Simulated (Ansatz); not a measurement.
# Tl: a relaxation

Aim: for Tl, relax the bulk.

Program: Ansatz 0.2.0. Level of theory: DFT PBEsol, scalar-relativistic, plane waves, PAW. These are calculated values, not measurements.

1 further run of the same task is left out (set aside as unsound or not needed).

**1. The system as given**

Symmetry: P6_3/mmc, No. 194, hexagonal system. Conventional cell: a = 3.456 Å, b = 3.456 Å, c = 5.525 Å, α = 90.00°, β = 90.00°, γ = 120.00°. Around Tl (site symmetry -6m2) lie 12 Tl at 3.41 to 3.46 Å.

Coordinates:

```cif
data_structure
_symmetry_space_group_name_H-M 'P6_3/mmc'
_symmetry_Int_Tables_number 194
_cell_length_a 3.4560
_cell_length_b 3.4560
_cell_length_c 5.5250
_cell_angle_alpha 90.000
_cell_angle_beta 90.000
_cell_angle_gamma 120.000
_cell_volume 57.15
loop_
_atom_site_label
_atom_site_type_symbol
_atom_site_symmetry_multiplicity
_atom_site_Wyckoff_symbol
_atom_site_fract_x
_atom_site_fract_y
_atom_site_fract_z
_atom_site_occupancy
Tl1 Tl 2 c 0.33333 0.66667 0.25000 1
```

Source of the structure: the Crystallography Open Database.

(A quick probe on a coarse mesh, which set the mesh and smearing, is not shown.)

**3. Full relaxation**

input.yaml reads:

```yaml
crystal:
  lattice:
    - [3.4559983565, 0.0, 0.0]
    - [-1.7279991783, 2.9929823722, 0.0]
    - [0.0, 0.0, 5.525]
  atoms:
    - { symbol: Tl, position: [0.3333333333, 0.6666666667, 0.25] }
    - { symbol: Tl, position: [0.6666666667, 0.3333333333, 0.75] }
basis:
  ecutwfc: 420
kpoints:
  mp_grid: { grid: [15, 15, 8] }
hamiltonian:
  xc: pbesol
scf:
  occupations: { method: gaussian, width: 0.1 }
output:
  forces: true
  stress: true
  eigenvalues: true
relax:
  adjacent_minimum: "off"
  f_tol: 0.005
  max_steps: 80
  cell: { stress_tol: 0.05 }
```

Q: Predict the outcome of this session. Wanted: bulk: relaxed cell; bulk: volume.

As calculated:

```
                  quantity                                                                       value
        bulk: relaxed cell  a = 3.502 Å, b = 3.502 Å, c = 5.394 Å, α = 90.00°, β = 90.00°, γ = 120.00°
bulk: space group (0.01 Å)                                                          P6_3/mmc (No. 194)
              bulk: volume                                                               28.64 Å³/atom
```

The bulk's volume hardly moved (+0.2 %). The shape changed too: the edges of the input's cell moved by +1.3, +1.3, -2.4 %. The runs treat Tl without spin-orbit coupling.
